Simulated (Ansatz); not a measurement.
# Zr: the order of phases at one pressure

Which of hcp, sc, omega, beta tin has the lowest enthalpy for Zr at one common pressure? Methods of the runs shown: LAPW. Companion runs by PAW are cited.

Computed with Ansatz 0.2.0 (DFT, PBEsol, all-electron LAPW, scalar-relativistic, unless a step's input says otherwise).

### 1 Starting point

It takes space group P6_3/mmc (No. 194, hexagonal). Conventional cell: a = 2.422 Å, b = 2.422 Å, c = 4.344 Å, α = 90.00°, β = 90.00°, γ = 120.00°. Zr (site symmetry -6m2) has 12 Zr at 2.42 to 2.58 Å in its first shell of neighbours.

Coordinates:

```xyz
2
Lattice="2.4221 0.0000 0.0000 -1.2110 2.0976 0.0000 0.0000 0.0000 4.3441" Properties=species:S:1:pos:R:3 pbc="T T T"
Zr    0.0000    1.3984    1.0860
Zr    1.2110    0.6992    3.2581
```

Atoms are numbered in the order of the input: Zr1, Zr2.

### 2 Hcp relaxed under pressure, LAPW

input.yaml

```yaml
crystal:
  lattice:
    - [2.4220612857, 0.0, 0.0]
    - [-1.2110306428, 2.0975666029, 0.0]
    - [0.0, 0.0, 4.3441112805]
  atoms:
    - { symbol: Zr, position: [0.3333333333, 0.6666666667, 0.25] }
    - { symbol: Zr, position: [0.6666666667, 0.3333333333, 0.75] }
kpoints:
  mp_grid: { grid: [18, 18, 10] }
scf:
  occupations: { method: fermi_dirac, width: 0.08 }
hamiltonian:
  xc: pbesol
  pseudopotentials: { kind: all_electron, lapw: { basis_error: 0.0005 } }
output:
  forces: true
  stress: true
  eigenvalues: true
relax:
  f_tol: 0.005
  max_steps: 12
  cell: { p_target: 220.0, stress_tol: 0.11 }
```

The run is started by

```bash
$ ansatz run input.yaml --threads 1 --pin off --max-ram 3584MiB --backend cpu --events-out ev --progress --plain --runs-dir out
```

The runs that follow: Sc relaxed under pressure, LAPW; Omega relaxed under pressure, LAPW; Beta tin relaxed under pressure, LAPW.

What does the calculation give? Wanted: pressure; lowest (for each run or level that gives them).

As calculated:

```
     quantity                          value
     pressure                        220 GPa
lowest (LAPW)  omega, 3.7 meV/atom under hcp
 lowest (PAW)  omega, 3.8 meV/atom under hcp
```

**Reading.** By LAPW the order is omega < hcp < beta tin < sc. By PAW the order is omega < hcp < beta tin < sc. The methods agree on the lowest phase. Only these structures were tried, with electrons smeared by 0.08 eV and without vibrations, so the true ground state may be another. The k meshes differ between phases and weren't tested, which can move differences by some meV.
